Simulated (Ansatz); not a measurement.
# C₂H₆GeO: how energies converge with the basis set

How large a basis does C₂H₆GeO need? Two functionals are run in growing sets.

The runs use Ansatz 0.2.0, Gaussian basis; one geometry, several basis sets.

Levels to be run: PBE0-D4/def2-SVP; ωB97M-V/def2-SVP; PBE0-D4/def2-QZVPP; ωB97M-V/def2-QZVPP; the functionals' def2-TZVPP values are taken from earlier runs.

**1. The geometry**

All runs share one geometry, relaxed beforehand with PBE0-D4 in a triple-zeta def2 set.

SMILES `C=C[O][GeH3]`, 10 atoms, charge 0, spin multiplicity 1.

Atoms are counted from 1 here; the program's logs count them from 0.

Bond lengths: C1–C2 1.326 Å, C1–H5 1.081 Å, C1–H6 1.083 Å, C2–O3 1.350 Å, C2–H7 1.092 Å, O3–Ge4 1.792 Å, Ge4–H8 1.537 Å, Ge4–H9 1.538 Å, Ge4–H10 1.529 Å. Angles: C2–C1–H5 119.6°, C2–C1–H6 121.4°, H5–C1–H6 119.0°, C1–C2–O3 123.1°, C1–C2–H7 120.7°, O3–C2–H7 116.1°, C2–O3–Ge4 120.4°, O3–Ge4–H8 108.7°, O3–Ge4–H9 107.7°, O3–Ge4–H10 104.2°, H8–Ge4–H9 110.8°, H8–Ge4–H10 112.3°, H9–Ge4–H10 112.9°.

**2. PBE0-D4 in def2-SVP**

in.yaml reads:

```yaml
crystal:
  periodic: [false, false, false]
  atoms:
    - {symbol: C, position_ang: [1.885160, 0.223070, 0.964223]}
    - {symbol: C, position_ang: [0.623767, 0.309537, 0.564734]}
    - {symbol: O, position_ang: [0.221406, -0.016378, -0.682100]}
    - {symbol: Ge, position_ang: [-1.506718, -0.349897, -1.019549]}
    - {symbol: H, position_ang: [2.151409, 0.532007, 1.965352]}
    - {symbol: H, position_ang: [2.661948, -0.141423, 0.303670]}
    - {symbol: H, position_ang: [-0.150883, 0.681402, 1.238564]}
    - {symbol: H, position_ang: [-1.845341, -1.758499, -0.506632]}
    - {symbol: H, position_ang: [-2.339317, 0.714320, -0.284407]}
    - {symbol: H, position_ang: [-1.618333, -0.245138, -2.540857]}
basis:
  gaussian: {orbitals: def2-SVP}
hamiltonian: {xc: pbe0, dispersion: d4}
output: {orbitals: {seedname: orbitals}}
```

Run with:

```bash
$ ansatz run in.yaml --threads 2 --pin off --events-out ev --progress --plain --max-ram 32768MiB --backend cpu
```

After this run come: ωB97M-V in def2-SVP; PBE0-D4 in def2-QZVPP; ωB97M-V in def2-QZVPP.

Before running them: what should the planned runs give, taken together? Wanted: PBE0-D4: double and triple zeta above quadruple; ωB97M-V: double and triple zeta above quadruple.

**Answer**, as computed:

| quantity | value |
| --- | --- |
| PBE0-D4: double and triple zeta above quadruple | 13.47, 1.47 eV |
| ωB97M-V: double and triple zeta above quadruple | 13.61, 1.43 eV |

What this shows: PBE0-D4 gains 12.00 eV from double to triple zeta, then 1.47 eV more. These are total energies; as a rule much of such shifts cancels in differences, which this series doesn't test. The LUMO of ωB97M-V is positive and keeps falling with the basis (2.18 to 1.32 eV): an unbound level that the basis holds in place.
